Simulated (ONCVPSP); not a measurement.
# I: generating and testing an ONCV potential

Aim: build the potential from the settings below, then test how well it stands in for the atom: other configurations, scattering, ghost states and the plane-wave cutoff that it needs.

Method: ONCVPSP 4.0.1.1 (patched build), PBE, scalar-relativistic.

## Step 1: The atom and the settings

The settings as typed:

```json
{
  "element": "iodine (I, Z = 53)",
  "type": "optimised norm-conserving Vanderbilt (ONCV)",
  "frozen core": "[Ar] 3d10",
  "valence charge": "25",
  "reference configuration": "4s2 4p6 4d10 5s2 5p5",
  "partial waves": "4s+5s: rc 1.08 bohr, ncon 5, nbas 9, qcut 9.6 1/bohr, 2 projectors; 4p+5p: rc 1.45 bohr, ncon 4, nbas 8, qcut 9.4 1/bohr, 2 projectors; 4d: rc 1.40 bohr, ncon 3, nbas 8, qcut 10 1/bohr, 1 projector",
  "local potential": "polynomial inside 1.08 bohr (lpopt 5, dvloc0 0 Ha)",
  "core correction": "Teter function, fcfact 3.25, rcfact 1.6"
}
```

The nodes and maxima of the atom's own shells, from an earlier all-electron run, set the scale for the radii.

All-electron outer shells of the reference configuration (PBE, scalar-relativistic, ld1.x):

| shell | level (eV) | outermost node (bohr) | outermost maximum (bohr) |
| --- | --- | --- | --- |
| 3p | -859.35 | 0.13 | 0.28 |
| 3d | -605.97 | – | 0.23 |
| 4s | -180.60 | 0.37 | 0.68 |
| 4p | -127.57 | 0.37 | 0.72 |
| 4d | -50.28 | 0.35 | 0.78 |
| 5s | -17.41 | 0.88 | 1.70 |
| 5p | -7.09 | 0.96 | 2.02 |

## Step 2: The generation run

File I.dat:

```
# ATOM AND REFERENCE CONFIGURATION
# atsym  z   nc   nv     iexc    psfile
  I 53.00    6    5        4      upf
#
#   n    l    f
    1    0    2.00
    2    0    2.00
    2    1    6.00
    3    0    2.00
    3    1    6.00
    3    2   10.00
    4    0    2.00
    4    1    6.00
    4    2   10.00
    5    0    2.00
    5    1    5.00
#
# PSEUDOPOTENTIAL AND OPTIMIZATION
# lmax
    2
#
#   l,   rc,      ep,       ncon, nbas, qcut
    0    1.08    0.00    5    9    9.60
    1    1.45    0.00    4    8    9.40
    2    1.40    0.00    3    8   10.00
#
# LOCAL POTENTIAL
# lloc, lpopt,  rc(5),   dvloc0
    4    5    1.08    0.00
#
# VANDERBILT-KLEINMAN-BYLANDER PROJECTORs
# l, nproj, debl
    0    2    0.60
    1    2    3.90
    2    1    0.90
#
# MODEL CORE CHARGE
# icmod, fcfact, rcfact
    3    3.25    1.60
#
# LOG DERIVATIVE ANALYSIS
# epsh1, epsh2, depsh
   -8.00    5.00    0.04
#
# OUTPUT GRID
# rlmax, drl
    6.00    0.01
#
# TEST CONFIGURATIONS
# ncnf
    4
# nvcnf
#   n    l    f
    5
    4    0    2.00
    4    1    6.00
    4    2   10.00
    5    0    2.00
    5    1    4.00
#
    5
    4    0    2.00
    4    1    6.00
    4    2   10.00
    5    0    2.00
    5    1    3.00
#
    5
    4    0    2.00
    4    1    6.00
    4    2   10.00
    5    0    2.00
    5    1    2.00
#
    5
    4    0    2.00
    4    1    6.00
    4    2   10.00
    5    0    1.00
    5    1    6.00
#
```

On the command line:

```
oncvpsp.x < I.dat > I.out
```

**Question.** What will these runs give? Wanted: cutoffs for 1 and 0.1 mHa per electron, occupied waves; bound ghosts; GHOST(+) flags; largest test error; largest phase difference near zero energy, channels read; rms error of d²Exc/dn², without and with the model core.

**Answer**, as computed:

```
                                                quantity                              value
  cutoffs for 1 and 0.1 mHa per electron, occupied waves                   63 Ha and 183 Ha
                                            bound ghosts                         none found
                                          GHOST(+) flags                        s at 821 eV
                            largest test error (AE − PS)  -18 meV, for 4s2 4p6 4d10 5s2 5p2
largest phase difference near zero energy, channels read                          0.010 rad
 rms error of d²Exc/dn², without and with the model core                  1.91 and 1.73 mHa
```

What this shows: The worst unpolarised test, 4s2 4p6 4d10 5s2 5p2, is off by 18 meV on 60.3 eV; by total energies transferability rates as good. By its cutoff, 63 Ha for the looser tolerance, it is hard. The tighter tolerance needs 183 Ha, and converged work needs a cutoff nearer that. At the looser tolerance the 4s wave is the slowest; 5s needs 45 Ha. The program's ghost test flags no bound state. Near zero energy the phases of the channels with partial waves agree within 0.010 rad. The program also flags highly localised states, GHOST(+) (s). These are tests on the free atom; a crystal test is still owed.
